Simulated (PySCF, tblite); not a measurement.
# C4H6Cl2O: magnetic properties

Wanted: magnetic properties for C4H6Cl2O (`CC(=O)CC(Cl)Cl`).

Computed with tblite 0.8.0 and PySCF 2.14.0 and routines of our own; the level stands in each step. Atoms count from 0.

## (1) The system as given

13 atoms, charge 0, multiplicity 1; geometry from: force field or distance geometry start.

## (2) Geometry optimisation with GFN2-xTB, one coordinate held

Job settings and geometry (Å):

```
{"job": {"kind": "relax", "xc": "GFN2-xTB", "basis": "xTB"}, "charge": 0, "multiplicity": 1}
C     -1.905100     0.505700    -0.079300
C     -0.751900    -0.200500    -0.717200
O     -0.900100    -1.206400    -1.405300
C      0.618300     0.407700    -0.503700
C      1.678700    -0.686200    -0.409500
Cl     3.308900     0.013100    -0.620800
Cl     1.410900    -1.872900    -1.726600
H     -1.980400     1.524500    -0.481700
H     -1.774200     0.543000     1.006600
H     -2.842800    -0.032900    -0.294100
H      0.608500     1.005500     0.416000
H      0.795900     1.070400    -1.339700
H      1.656700    -1.228000     0.541100
```

Launch:

```
$ OMP_NUM_THREADS=1 python excited_run.py task.json out
```

The driver reads the jobs from task.json and runs them one after another.

The program printed:

```text
step      E/eV     max force
  0    -673.79400    2.603
  1    -673.84858    3.094
  2    -673.93117    0.908
  3    -673.97585    0.614
  4    -674.01239    0.639
  5    -674.02789    0.339
  6    -674.03986    0.294
  7    -674.05011    0.383
  8    -674.06109    0.469
  9    -674.06951    0.339
 10    -674.07508    0.377
 11    -674.07855    0.385
 12    -674.08104    0.364
 13    -674.08319    0.330
 14    -674.08528    0.300
 15    -674.08759    0.291
 16    -674.09004    0.315
 17    -674.09204    0.352
 18    -674.09324    0.373
 19    -674.09387    0.374
 20    -674.09434    0.369
 21    -674.09479    0.361
 22    -674.09513    0.360
 23    -674.09538    0.364
 24    -674.09559    0.370
 25    -674.09579    0.375
 26    -674.09596    0.375
 27    -674.09610    0.368
 28    -674.09622    0.358
 29    -674.09634    0.347
 30    -674.09649    0.336
 31    -674.09670    0.326
 32    -674.09700    0.318
 33    -674.09739    0.311
 34    -674.09783    0.306
 35    -674.09829    0.304
 36    -674.09878    0.305
 37    -674.09934    0.303
 38    -674.10005    0.310
 39    -674.10097    0.322
 40    -674.10215    0.345
 41    -674.10367    0.377
 42    -674.10553    0.415
 43    -674.10739    0.451
 44    -674.10877    0.471
 45    -674.09113    0.885
 46    -674.11022    0.451
 47    -674.11095    0.448
 48    -674.11331    0.451
 49    -674.11506    0.436
 50    -674.11582    0.437
 51    -674.11717    0.455
 52    -674.11784    0.456
 53    -674.11940    0.473
 54    -674.12125    0.496
 55    -674.12264    0.476
 56    -674.12322    0.468
 57    -674.12487    0.415
 58    -674.12663    0.362
 59    -674.12815    0.352
 60    -674.13107    0.390
 61    -674.13334    0.443
 62    -674.13501    0.490
 63    -674.13823    0.469
 64    -674.14070    0.451
 65    -674.14501    0.373
 66    -674.14847    0.271
 67    -674.15056    0.288
 68    -674.15287    0.182
 69    -674.15513    0.172
 70    -674.15826    0.308
 71    -674.16243    0.305
 72    -674.16712    0.382
 73    -674.17124    0.376
 74    -674.17301    0.575
 75    -674.17692    0.227
 76    -674.17972    0.221
 77    -674.18559    0.409
 78    -674.18837    0.322
 79    -674.19119    0.380
 80    -674.19356    0.396
 81    -674.19512    0.451
 82    -674.19802    0.411
 83    -674.20161    0.432
 84    -674.20439    0.315
 85    -674.20657    0.340
 86    -674.20979    0.411
 87    -674.21382    0.409
 88    -674.21754    0.412
 89    -674.18751    1.391
 90    -674.22074    0.352
 91    -674.22184    0.354
 92    -674.22308    0.311
 93    -674.22340    0.311
 94    -674.22425    0.310
 95    -674.22481    0.321
 96    -674.22550    0.293
 97    -674.22601    0.283
 98    -674.22639    0.258
 99    -674.22670    0.250
100    -674.22702    0.232
101    -674.22731    0.232
102    -674.22750    0.217
103    -674.22761    0.221
104    -674.22769    0.220
105    -674.22780    0.217
106    -674.22793    0.221
107    -674.22804    0.229
108    -674.22814    0.241
109    -674.22824    0.254
110    -674.22835    0.262
111    -674.22846    0.262
112    -674.22858    0.255
113    -674.22875    0.240
114    -674.22904    0.223
115    -674.22954    0.205
116    -674.23023    0.193
117    -674.23089    0.209
118    -674.23124    0.248
119    -674.23135    0.275
120    -674.23148    0.285
121    -674.23158    0.274
122    -674.23172    0.243
123    -674.23176    0.236
124    -674.23179    0.231
125    -674.23180    0.232
126    -674.23182    0.233
```

Wall time 0.97 s (1 thread of Arm Neoverse V2, shared host); peak memory 0.18 GiB.

One coordinate is held by a constraint (a dihedral, as typed in the start), so the force along it need not vanish.

The steps of the relaxation: (not every step is listed)

```
step  energy from step 0 (eV)  largest force (eV/Å)
   0                   0.0000                2.6030
   1                  -0.0546                3.0936
   2                  -0.1372                0.9078
   3                  -0.1819                0.6142
   4                  -0.2184                0.6394
   5                  -0.2339                0.3393
   6                  -0.2459                0.2938
   7                  -0.2561                0.3832
   8                  -0.2671                0.4686
  19                  -0.2999                0.3742
  30                  -0.3025                0.3362
  41                  -0.3097                0.3765
  52                  -0.3238                0.4563
  63                  -0.3442                0.4688
  74                  -0.3790                0.5750
  85                  -0.4126                0.3396
  96                  -0.4315                0.2927
 107                  -0.4340                0.2291
 118                  -0.4372                0.2480
 121                  -0.4376                0.2736
 122                  -0.4377                0.2427
 123                  -0.4378                0.2359
 124                  -0.4378                0.2309
 125                  -0.4378                0.2320
 126                  -0.4378                0.2335
```

Close pairs (by a distance rule), those that changed most:

```
  bond  before (Å)  after (Å)  change (Å)
 C1–O2       1.228      1.201      -0.027
 C1–C3       1.514      1.534      +0.020
 C0–H9       1.103      1.088      -0.015
C4–Cl5       1.786      1.777      -0.010
 C0–H7       1.098      1.088      -0.010
C3–H11       1.081      1.090      +0.009
C4–Cl6       1.793      1.785      -0.008
 C0–H8       1.094      1.086      -0.008
```

The final coordinates are the input of the step that follows.

## (3) Magnetic properties: GIAO BHandHLYP/pcSseg-1

Job settings and geometry (Å):

```
{"job": {"kind": "mag", "xc": "BHandHLYP", "basis": "pcSseg-1", "isotopologues": 0}, "charge": 0, "multiplicity": 1}
C     -1.823417     0.434001    -0.509336
C     -0.693503    -0.231705     0.215681
O     -0.824152    -1.171449     0.951755
C      0.685492     0.386379    -0.049241
C      1.561885    -0.623603    -0.772524
Cl     3.018584     0.153028    -1.428915
Cl     0.655352    -1.411862    -2.092313
H     -1.882268     1.478671    -0.210101
H     -2.762896    -0.064268    -0.287018
H     -1.634400     0.400131    -1.580054
H      1.157268     0.637531     0.902357
H      0.587184     1.288595    -0.652939
H      1.884839    -1.427745    -0.107666
```

With the program's defaults for keys left out, this is: GIAO BHandHLYP/pcSseg-1 magnetisability, rotational g tensor and spin-rotation constants, non-relativistic, gas phase.

The program printed:

```text
coarse grid: 12400 points
cycle   1  E = -1151.2340248459  dE =  1.104e+00  |g| = 8.789e-01  |ddm| = 3.182e+00
cycle   2  E = -1151.0481008299  dE =  1.859e-01  |g| = 1.370e+00  |ddm| = 1.895e+00
cycle   3  E = -1151.4066057011  dE = -3.585e-01  |g| = 9.449e-02  |ddm| = 1.255e+00
cycle   4  E = -1151.4079956322  dE = -1.390e-03  |g| = 6.432e-02  |ddm| = 1.199e-01
cycle   5  E = -1151.4088746646  dE = -8.790e-04  |g| = 1.286e-02  |ddm| = 6.190e-02
cycle   6  E = -1151.4089174561  dE = -4.279e-05  |g| = 4.110e-03  |ddm| = 1.560e-02
cycle   7  E = -1151.4089219853  dE = -4.529e-06  |g| = 1.020e-03  |ddm| = 6.322e-03
final grid: 111768 points
cycle   8  E = -1151.4454823630  dE = -1.403e-05  |g| = 3.703e-03  |ddm| = 1.259e-02
cycle   9  E = -1151.4454811532  dE =  1.210e-06  |g| = 4.602e-03  |ddm| = 6.020e-03
cycle  10  E = -1151.4454855047  dE = -4.352e-06  |g| = 6.235e-04  |ddm| = 3.687e-03
cycle  11  E = -1151.4454855763  dE = -7.159e-08  |g| = 1.485e-04  |ddm| = 5.269e-04
cycle  12  E = -1151.4454855803  dE = -4.010e-09  |g| = 6.264e-05  |ddm| = 1.986e-04
cycle  13  E = -1151.4454855813  dE = -1.002e-09  |g| = 1.424e-05  |ddm| = 6.487e-05
cycle  14  E = -1151.4454855814  dE = -7.321e-11  |g| = 3.836e-06  |ddm| = 2.476e-05
converged SCF energy = -1151.4454855814

Magnetisability tensor (1e-30 J/T^2)
    -1347.91      -31.38       -2.36
      -31.38    -1197.02     -142.38
       -2.36     -142.38    -1292.47
isotropic -1279.14   principal values   -1402.67  -1342.44  -1092.30
isotropic susceptibility -77.031 1e-6 cm^3/mol

Inertial axes            a          b          c
rot. const./GHz      2.8804     1.0897     0.9487
chi total           -80.383    -84.340    -66.371
chi diamagnetic    -503.935  -1148.865  -1279.883
chi paramagnetic    423.552   1064.525   1213.512
quadrupole/D A       -5.289      3.643      1.646
g nuclear            0.5487     0.5351     0.5247
g electronic        -0.5732    -0.5450    -0.5409
g total             -0.0244    -0.0099    -0.0161

Spin-rotation constants (kHz, H = +C I.J)
atom  isotope        aa         bb         cc
  5   35Cl        0.368      0.324      0.376
  6   35Cl        0.813      0.129      0.366
  7     1H       -0.341     -0.031     -0.046
  8     1H        0.033     -0.102     -0.103
  9     1H       -0.221     -0.049     -0.060
 10     1H       -0.305      0.022     -0.097
 11     1H       -0.302     -0.130      0.040
 12     1H       -0.274     -0.114      0.062
  0    13C*       0.449      0.199      0.161
  1    13C*       1.520      0.309      0.462
  2    17O*      -1.925     -0.153     -0.954
  3    13C*       0.488      0.230      0.206
  4    13C*       0.631      0.238      0.252
* in the singly substituted isotopologue
```

Wall time 23 s (1 thread of Arm Neoverse V2, shared host); peak memory 0.84 GiB.

From this job:

```
              quantity                      value
       magnetisability           -1279·10⁻³⁰ J/T²
  molar susceptibility         -77.0·10⁻⁶ cm³/mol
rotational g (a, b, c)  -0.0244, -0.0099, -0.0161
```

## (4) Summary of results

```
                                                quantity                      value
       magnetisability (step 3, GIAO BHandHLYP/pcSseg-1)           -1279·10⁻³⁰ J/T²
  molar susceptibility (step 3, GIAO BHandHLYP/pcSseg-1)         -77.0·10⁻⁶ cm³/mol
rotational g (a, b, c) (step 3, GIAO BHandHLYP/pcSseg-1)  -0.0244, -0.0099, -0.0161
```

**Reading.** The values above hold for this geometry and these levels alone. Vibrational averaging and real surroundings are missing from these values.
